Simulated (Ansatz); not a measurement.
# Na16H: the cost of one run

Method: DFT r2SCAN+D3(BJ), plane waves, PAW, scalar-relativistic, no spin polarisation, in Ansatz 0.2.0.

## 1. The structure to begin with

The cell holds 17 atoms (HNa16): a = 8.460 Å, b = 8.460 Å, c = 8.460 Å, α = 90.00°, β = 90.00°, γ = 90.00°.

The coordinates stand in the first input below.

## 2. Preparing the start

The input, input.yaml:

```yaml
crystal:
  lattice:
    - [8.46, 0.0, 0.0]
    - [0.0, 8.46, 0.0]
    - [0.0, 0.0, 8.46]
  atoms:
    - { symbol: Na, position: [0.0, 0.0, 0.0] }
    - { symbol: Na, position: [0.5, 0.0, 0.0] }
    - { symbol: Na, position: [0.0, 0.5, 0.0] }
    - { symbol: Na, position: [0.0, 0.0, 0.5] }
    - { symbol: Na, position: [0.25, 0.25, 0.25] }
    - { symbol: Na, position: [0.5, 0.5, 0.0] }
    - { symbol: Na, position: [0.5, 0.0, 0.5] }
    - { symbol: Na, position: [0.75, 0.25, 0.25] }
    - { symbol: Na, position: [0.0, 0.5, 0.5] }
    - { symbol: Na, position: [0.25, 0.75, 0.25] }
    - { symbol: Na, position: [0.25, 0.25, 0.75] }
    - { symbol: Na, position: [0.5, 0.5, 0.5] }
    - { symbol: Na, position: [0.75, 0.75, 0.25] }
    - { symbol: Na, position: [0.75, 0.25, 0.75] }
    - { symbol: Na, position: [0.25, 0.75, 0.75] }
    - { symbol: Na, position: [0.75, 0.75, 0.75] }
    - { symbol: H, position: [0.2507442, 0.1309895, 0.5021388] }
basis:
  ecutwfc: 500.0
kpoints:
  mp_grid: { grid: [2, 2, 2] }
hamiltonian:
  xc: r2scan
  dispersion: d3bj
scf:
  occupations: { method: fermi_dirac, width: 0.1 }
  lower_state_search: "off"
relax:
  f_tol: 0.08
  max_steps: 25
  adjacent_minimum: "off"
```

Command:

```bash
$ ansatz run input.yaml --threads 4 --pin off --max-ram 10240MiB --backend cpu --events-out ev --progress --plain --runs-dir out
```

What time and memory should one allow on 4 threads of Intel Xeon Platinum 8488C (Sapphire Rapids), shared host?

About 47 s, with a peak of 2.5 GiB.
